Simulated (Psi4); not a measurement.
# SnHCl3O (SMILES [OH][Sn]([Cl])([Cl])[Cl]) at MP2/def2-TZVP (density fitting, core potential, density fitting for correlation, sweep point 3)

Aim: the vertical ionisation energy of SnHCl3O at MP2/def2-TZVP (density fitting, core potential, density fitting for correlation, sweep point 3), from 2 runs. 

Program for the calculation: Psi4 1.11.

## Step 1: The molecule

The species is SnHCl3O (6 atoms), meant as a singlet with charge 0. SMILES: `[OH][Sn]([Cl])([Cl])[Cl]`. The coordinates come from a PBE0-D4/def2-TZVP relaxation.

Bond lengths: O1–Sn2 1.932 Å, Sn2–Cl3 2.281 Å, Sn2–Cl4 2.296 Å, Sn2–Cl5 2.296 Å, O1–H6 0.962 Å. Angles: O1–Sn2–Cl3 106.3°, O1–Sn2–Cl4 110.7°, O1–Sn2–Cl5 110.6°, Cl3–Sn2–Cl4 110.5°, Cl3–Sn2–Cl5 110.6°, Cl4–Sn2–Cl5 108.2°, Sn2–O1–H6 113.2°.

## Step 2: A single-point energy at MP2/def2-TZVP (density fitting, core potential, density fitting for correlation, sweep point 3)

cl3hosn.in

```
memory 1.6 GB

molecule {
  0 1
  O     -1.27424233     0.90234422     2.57683054
  Sn     0.47602201    -0.37983495    -0.35885899
  Cl     3.64943909    -2.89071405     1.12495396
  Cl    -2.22118409    -2.66697048    -2.87143885
  Cl     2.08814737     2.88353309    -2.71969384
  H     -2.63824664     2.03051072     2.16109080
  units au
  symmetry c1
}

set {
  basis           def2-TZVP
  reference       rhf
  puream          true
  scf_type        df
  num_frozen_docc 20
}

energy("mp2")
print_variables()
```

Run with:

```console
$ psi4 -n 1 cl3hosn.in cl3hosn.out
```

cl3hosn.out:

```text
[...]
    !!!  WARNING: ECP capability is in beta. Please check occupations closely.  !!!
[...]
  Running in c1 symmetry.
[...]
  Nuclear repulsion =  508.647711443003288
[...]
  Multiplicity = 1
[...]
  Nalpha       = 41
  Nbeta        = 41
[...]
    Number of basis functions: 198
[...]
 WARNING: Atomic UHF is not converging! Try casting from a smaller basis or call Rob at CCMST.
   -------------------------
[...]
   @DF-RHF iter   1: -1667.39189558375710   -1.82254e+00   3.22226e-03 ADIIS/DIIS
[...]
   @DF-RHF iter  12: -1667.53317883680347   -1.40972e-11   2.99030e-09 DIIS
[...]
    Orbital Energies [Eh]
    ---------------------
    Doubly Occupied:
       1A   -104.853082     2A   -104.852965     3A   -104.852768
       4A    -20.589317     5A    -10.581684     6A    -10.581547
       7A    -10.581349     8A     -8.048294     9A     -8.048129
      10A     -8.047933    11A     -8.047089    12A     -8.047083
      13A     -8.046981    14A     -8.046967    15A     -8.046783
      16A     -8.046770    17A     -5.961657    18A     -4.154110
      19A     -4.153907    20A     -4.151281    21A     -1.447124
      22A     -1.428962    23A     -1.428924    24A     -1.418492
      25A     -1.418365    26A     -1.320664    27A     -1.118787
      28A     -1.093760    29A     -1.092912    30A     -0.723568
      31A     -0.646176    32A     -0.565567    33A     -0.560461
      34A     -0.537656    35A     -0.518887    36A     -0.495058
[...]
  @DF-RHF Final Energy: -1667.53317883680347
   => Energetics <=
    Nuclear Repulsion Energy =            508.6477114430032884
    One-Electron Energy =               -3400.3928007457725471
    Two-Electron Energy =                1224.2119104659659570
    Total Energy =                      -1667.5331788368034722
[...]
 Multipole Moments:
 ------------------------------------------------------------------------------------
     Multipole            Electronic (a.u.)      Nuclear  (a.u.)        Total (a.u.)
 ------------------------------------------------------------------------------------
 L = 1.  Multiply by 2.5417464519 to convert [e a0] to [Debye]
 Dipole X            :         -4.6234027            4.1792017           -0.4442010
 Dipole Y            :          3.3675779           -3.0013746            0.3662033
 Dipole Z            :          8.1177384           -8.2076016           -0.0898632
 Magnitude           :                                                    0.5826618
[...]
```

It took 9 s on 1 thread of Intel Xeon Platinum 8259CL at 2.50GHz (Skylake/Cascade Lake), shared host; peak memory 0.46 GiB.

## Step 3: The doublet cation at the same level

calc.in

```
memory 1600 MB

molecule {
  1 2
  O     -1.27424233     0.90234422     2.57683054
  Sn     0.47602201    -0.37983495    -0.35885899
  Cl     3.64943909    -2.89071405     1.12495396
  Cl    -2.22118409    -2.66697048    -2.87143885
  Cl     2.08814737     2.88353309    -2.71969384
  H     -2.63824664     2.03051072     2.16109080
  units bohr
  symmetry c1
}

set {
  reference uhf
  puream true
  scf_type df
  num_frozen_docc 20
  maxiter 100
}

energy('mp2/def2-TZVP')
print_variables()
```

Run with:

```console
$ psi4 calc.in calc.out -n 1
```

calc.out:

```text
[...]
    !!!  WARNING: ECP capability is in beta. Please check occupations closely.  !!!
[...]
  Running in c1 symmetry.
[...]
  Nuclear repulsion =  508.647711443003288
[...]
  Multiplicity = 2
[...]
  Nalpha       = 41
  Nbeta        = 40
[...]
    Number of basis functions: 198
[...]
 WARNING: Atomic UHF is not converging! Try casting from a smaller basis or call Rob at CCMST.
   -------------------------
[...]
   @DF-UHF iter   1: -1666.94142548994250   -1.37207e+00   3.12373e-03 ADIIS/DIIS
[...]
   @DF-UHF iter  47: -1667.11877582752049   -1.38698e-10   5.99530e-09 DIIS
[...]
   @S^2 Observed:                7.612101694E-01
[...]
    Orbital Energies [Eh]
    ---------------------
    Alpha Occupied:
       1A   -105.226188     2A   -105.026010     3A   -105.019940
       4A    -20.760556     5A    -10.951614     6A    -10.753056
       7A    -10.747141     8A     -8.437157     9A     -8.413418
      10A     -8.412226    11A     -8.220086    12A     -8.218211
      13A     -8.218022    14A     -8.213705    15A     -8.212264
      16A     -8.212164    17A     -6.155764    18A     -4.351094
      19A     -4.346038    20A     -4.343511    21A     -1.637052
      22A     -1.629081    23A     -1.621245    24A     -1.612232
      25A     -1.611012    26A     -1.495035    27A     -1.471214
      28A     -1.274372    29A     -1.256191    30A     -0.927630
      31A     -0.906524    32A     -0.861077    33A     -0.829985
      34A     -0.771143    35A     -0.712196    36A     -0.706913
[...]
  @DF-UHF Final Energy: -1667.11877582752049
   => Energetics <=
    Nuclear Repulsion Energy =            508.6477114430032884
    One-Electron Energy =               -3383.0141591967530985
    Two-Electron Energy =                1207.2476719262294864
    Total Energy =                      -1667.1187758275204942
  UHF NO Occupations:
  HONO-2 :   39  A 1.9995611
  HONO-1 :   40  A 1.9954088
  HONO-0 :   41  A 1.0000000
  LUNO+0 :   42  A 0.0045912
  LUNO+1 :   43  A 0.0004389
[...]
 Multipole Moments:
 ------------------------------------------------------------------------------------
     Multipole            Electronic (a.u.)      Nuclear  (a.u.)        Total (a.u.)
 ------------------------------------------------------------------------------------
 L = 1.  Multiply by 2.5417464519 to convert [e a0] to [Debye]
 Dipole X            :         -3.8077458            4.1792017            0.3714559
 Dipole Y            :          5.2944095           -3.0013746            2.2930349
 Dipole Z            :          6.8507918           -8.2076016           -1.3568098
 Magnitude           :                                                    2.6901527
[...]
```

Wall time 23 s (1 thread of Intel Xeon Platinum 8259CL at 2.50GHz (Skylake/Cascade Lake), shared host); peak memory 0.46 GiB.

## Step 4: Outcome

At MP2/def2-TZVP (density fitting, core potential, density fitting for correlation, sweep point 3), 20 core orbitals frozen:

```
                                                                  quantity           value
                                             singlet SnHCl3O: total energy  -1668.63460 Eh
                      singlet SnHCl3O: HOMO energy (Hartree–Fock orbitals)       -13.05 eV
                      singlet SnHCl3O: LUMO energy (Hartree–Fock orbitals)         1.06 eV
                    singlet SnHCl3O: HOMO–LUMO gap (Hartree–Fock orbitals)        14.11 eV
             singlet SnHCl3O: correlation energy (20 core orbitals frozen)     -1101.4 mEh
                                              doublet cation: total energy  -1668.18385 Eh
doublet cation: HOMO energy (Hartree–Fock orbitals) (highest over α and β)       -17.43 eV
 doublet cation: LUMO energy (Hartree–Fock orbitals) (lowest over α and β)        -9.48 eV
              doublet cation: correlation energy (20 core orbitals frozen)     -1065.1 mEh
                         doublet cation: ⟨S²⟩ of the reference determinant           0.761
                        vertical ionisation energy (to the doublet cation)       12.266 eV
```

What this shows: The vertical ionisation energy comes to 12.27 eV (1183 kJ/mol).
